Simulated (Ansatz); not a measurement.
# GaH4+ (triplet): wave-function methods side by side at distance Ga1–H4 = 2.011 Å, cc-pVDZ

One table from this session's results is given with a row withheld; the runs are named, their logs left out.

Method: cc-pVDZ, core rule «outside noble gas», up to 14 orbitals frozen; program: Ansatz 0.2.0, Gaussian basis.

To be run: UHF; CCSD(T) on ROHF; CCSD(T) on UHF; BCCD(T) on ROHF; CISD as a restricted active space (open shells left free, so some higher excitations enter); CCSDT(Q) on ROHF; CCSDT(Q) on UHF; CASSCF and MRCISD+Q, 4 electrons in 4 orbitals; CASSCF and NEVPT2, 4 electrons in 4 orbitals; CASSCF and MRCISD+Q, 6 electrons in 8 orbitals; CASSCF and NEVPT2, 6 electrons in 8 orbitals; Full CI.

29 further runs of the same task are left out: 10 for a known fault of the program, 12 that didn't finish, 7 set aside as unsound or not needed. Runs told in other sessions of the task aren't counted.

**The geometry**

The geometry derives from a PBE0/def2-TZVP stationary point (not a proven minimum). One bond is set to the value named and the two fragments are kept rigid. No spin-orbit coupling is included. The filled d shell of Ga may be among the frozen orbitals whatever the setting's name suggests.

5 atoms, charge 1, spin multiplicity 3.

Atoms are counted from 1 here; the program's logs count them from 0.

Bond lengths: Ga1–H2 1.643 Å, Ga1–H3 1.643 Å, Ga1–H5 1.643 Å. Angles: H2–Ga1–H3 69.0°, H2–Ga1–H5 132.8°, H3–Ga1–H5 132.8°.

The first run:

File in.yaml:

```yaml
crystal:
  periodic: [false, false, false]
  atoms:
    - {symbol: Ga, position_ang: [0.002001, -0.001997, 0.004158]}
    - {symbol: H, position_ang: [0.654506, 0.662109, 1.358027]}
    - {symbol: H, position_ang: [-0.660513, -0.656090, 1.358039]}
    - {symbol: H, position_ang: [-0.798540, 0.796598, -1.658822]}
    - {symbol: H, position_ang: [0.666097, -0.664503, -1.344849]}
basis:
  gaussian: {orbitals: cc-pVDZ}
total_charge: 1
magnetization: {spin_polarized: true, initial_magnetization: 2}
hamiltonian: {xc: hf}
output: {orbitals: {seedname: orbitals}}
```

On the command line:

```bash
$ ansatz run in.yaml --threads 1 --pin off --events-out ev --progress --plain --max-ram 2393MiB
```

Steps of the session up to this table: UHF; CCSD(T) on ROHF; CCSD(T) on UHF; BCCD(T) on ROHF; CISD as a restricted active space (open shells left free, so some higher excitations enter); CCSDT(Q) on ROHF; CCSDT(Q) on UHF; CASSCF and MRCISD+Q, 4 electrons in 4 orbitals; CASSCF and NEVPT2, 4 electrons in 4 orbitals; CASSCF and MRCISD+Q, 6 electrons in 8 orbitals; CASSCF and NEVPT2, 6 electrons in 8 orbitals; Full CI.

One of the session's tables, all rows but one given; the rest of the session is left out.

| method | from FCI (kcal/mol) |
| --- | --- |
| ROHF | +62.75 |
| UHF | +56.02 |
| RMP2 | +17.83 |
| UMP2 | +17.69 |
| RCCSD | +1.79 |
| UCCSD | +1.56 |
| RCCSD(T) | +0.58 |
| UCCSD(T) | +0.49 |
| BCCD(T) | +0.56 |
| RCCSDT | ? |
| UCCSDT | -0.04 |
| RCCSDT(Q) | +0.02 |
| UCCSDT(Q) | -0.07 |
| CASSCF valence | +25.88 |
| NEVPT2 valence | +7.48 |
| MRCISD valence | +0.71 |
| MRCISD+Q valence | +0.10 |
| FCI | 0 |

**Question.** Estimate the row for RCCSDT.

**Answer.** from FCI (kcal/mol): +0.04. In the column «from FCI (kcal/mol)» it lies between RCCSDT(Q) (+0.02) and MRCISD+Q valence (+0.10).

Not comparable, so not listed: CISD as a restricted active space (open shells left free, so some higher excitations enter) (they don't share determinant, frozen orbitals or solution with the rows shown, or repeat one).

Caveats from the session: Left out of the table: CASSCF pair, NEVPT2 pair, MRCISD pair, MRCISD+Q pair (the active space lost an orbital or holds another state than full CI finds). UCCSDT(Q) falls below full CI: unrestricted runs freeze a spin-polarised core, another one than full CI's, and coupled cluster isn't variational. Levels on UHF freeze UHF's core orbitals, full CI those of ROHF, so the U rows can settle a little off it for that reason alone. Restricted and unrestricted rows rest on different reference determinants; a gap between their highest levels can come from leftover correlation error, from unlike frozen cores or from another state. Warnings in the runs' records: passed over end.
